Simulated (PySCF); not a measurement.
# CH8AlSb: the cost of one run

Programs: PySCF 2.14.0, with routines of our own; each step states its level. All values are computed. Atoms count from 0.

### Step 1. The starting structure

11 atoms, charge 0, multiplicity 1; geometry from: GFN2-xTB.

### Step 2. Optimising the geometry at PBE0-D3(BJ)/def2-SVP

Job settings and geometry (Å):

```
{"job": {"xc": "PBE0", "basis": "def2-SVP", "d3": "d3bj", "grid": 1, "maxiter": 30, "shake": 0.01, "kind": "geom"}, "charge": 0, "multiplicity": 1}
C     -1.689530     0.694860     0.472120
Al    -0.939370    -0.929720    -0.346730
Sb     1.714010    -0.097610    -0.199820
H     -2.771850     0.697400     0.542220
H     -1.350160     0.898660     1.479860
H     -1.481280     1.636400    -0.106130
H     -0.852320    -1.147920    -1.896020
H     -0.648750    -2.223850     0.479320
H      2.372870     1.349580     0.431180
H      2.756150     0.036370    -1.506590
H      2.928350    -0.939990     0.634920
```

Launch:

```
$ OMP_NUM_THREADS=1 python heavy_run.py task.json out
```

This one command runs all jobs of the session in turn.

**Question.** How long does this first job take on 1 thread of Arm Neoverse V1, shared host, and how much memory does it need?

About 23 s, with a peak of 0.41 GiB.
